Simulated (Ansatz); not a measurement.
## Mg3Te: elastic constants with PBEsol

Crystal: Mg3Te.

```
Te Mg
1.0
    -2.13936    2.13936    5.28249
     2.13936   -2.13936    5.28249
     2.13936    2.13936   -5.28249
Te Mg
1 3
Direct
  0.00000 0.00000 0.00000
  0.25000 0.75000 0.50000
  0.75000 0.25000 0.50000
  0.50000 0.50000 0.00000
```

The cell comes from a database or a generator and needn't be the stable form of this composition.

```yaml
Program: Ansatz 0.2.0
Task: elastic constants
Functional: PBEsol
Potentials_or_basis: Ansatz PAW
Cutoff: "420 eV (not typed: the program's choice for these potentials)"
k_mesh: 8 × 8 × 8
Occupations: fermi-dirac, width 0.05 eV
Spin: no spin polarisation
Atoms_under_strain: relaxed
```

```yaml
Pressure: -1.1 GPa
Band_gap_on_the_k_mesh: none (metal or under the smearing width)
Voigt_bulk_modulus: 35 GPa
```

Stress tensor (GPa, compression positive):
```
-0.96  0.00  0.00
 0.00 -0.96  0.00
 0.00  0.00 -1.28
```

Levels at points of the mesh, in eV from the Fermi level:
```csv
k point,band 19,band 20,band 21,band 22,band 23,band 24,band 25,band 26,band 27,band 28
"(0.00, 0.00, 0.00)",-4.32,-4.21,-2.64,-2.64,0.25,1.20,1.55,1.55,1.73,3.53
"(0.00, 0.00, -0.50)",-5.18,-4.81,-3.61,-2.57,-1.55,-0.15,0.93,1.09,1.61,5.92
"(0.00, -0.50, 0.00)",-6.13,-4.29,-3.07,-2.19,0.20,0.92,2.28,2.56,2.97,4.04
"(-0.50, -0.50, -0.50)",-6.45,-2.84,-2.84,-1.50,0.42,1.10,3.22,3.22,3.33,4.99
```

Elastic tensor in Voigt notation (GPa, in the Cartesian axes of the cell as first typed):
```
37 51 27  0  0  0
51 37 27  0  0  0
26 26 32  0  0  0
 0  0  0  4  0  0
 0  0  0  0  4  0
 0  0  0  0  0 38
```

Run time: 110 s on 2 threads of Arm Neoverse V2, on a shared host, peak memory 0.65 GiB.

Caveat: the elastic tensor has a negative eigenvalue, so either the cell is unstable as it stands or the mesh is too thin; the PAW data sets come from PBE, with cores solved anew for the run's functional, which leaves a small shift of forces and pressure. The run has no spin-orbit coupling, so splittings on Te are missing.
